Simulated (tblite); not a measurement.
# C4H14BNSi: the cost of one run

The runs use tblite 0.8.0 and PySCF 2.14.0, with density-fitted response routines of our own; the level of theory stands in each step. All values are computed, except where a source is named. Atoms are numbered from 0 throughout.

### 1 The starting structure

21 atoms, charge 0, multiplicity 1; geometry from: force field or distance geometry start.

Bonds of the start (Å): B0–C1 1.60, C1–C2 1.49, C1–Si3 1.86, Si3–N4 1.80, N4–C5 1.45, C5–C6 1.51, B0–H7 1.18, B0–H8 1.19, C1–H9 1.09, C2–H10 1.13, C2–H11 1.10, C2–H12 1.10, Si3–H13 1.46, Si3–H14 1.47, N4–H15 1.04, C5–H16 1.11, C5–H17 1.11, C6–H18 1.11, C6–H19 1.10, C6–H20 1.12.

### 2 Geometry optimisation with GFN2-xTB

The job: settings as JSON, then the geometry in Å.

```
{"job": {"kind": "relax", "xc": "GFN2-xTB", "basis": "xTB"}, "charge": 0, "multiplicity": 1}
B     -1.563600     0.814100     1.316200
C     -1.865000     0.575400    -0.238900
C     -3.074200    -0.299500    -0.313600
Si    -0.351600    -0.178600    -1.023500
N      0.914900    -0.399100     0.243300
C      2.154300     0.031800    -0.370800
C      3.347300    -0.073000     0.543300
H     -1.246400    -0.085500     2.016800
H     -1.541100     1.899700     1.793300
H     -2.076200     1.543600    -0.685400
H     -3.902500     0.216800     0.245900
H     -2.908300    -1.275000     0.177300
H     -3.394900    -0.419100    -1.359500
H     -0.621300    -1.438500    -1.719800
H      0.154000     0.778300    -2.013000
H      0.680000     0.210700     1.057600
H      1.993200     1.072600    -0.706100
H      2.298300    -0.594900    -1.278300
H      3.100700    -0.457300     1.555700
H      4.119000    -0.699000     0.061900
H      3.774500     0.948400     0.697200
```

Command:

```bash
$ OMP_NUM_THREADS=1 python probes_run.py task.json out
```

The driver reads the jobs from task.json and runs them one after another.

**Question.** How long does this first job take on 1 thread of Intel Xeon 6975P-C, shared host, and how much memory does it need?

About 1.2 s, with a peak of 0.18 GiB.
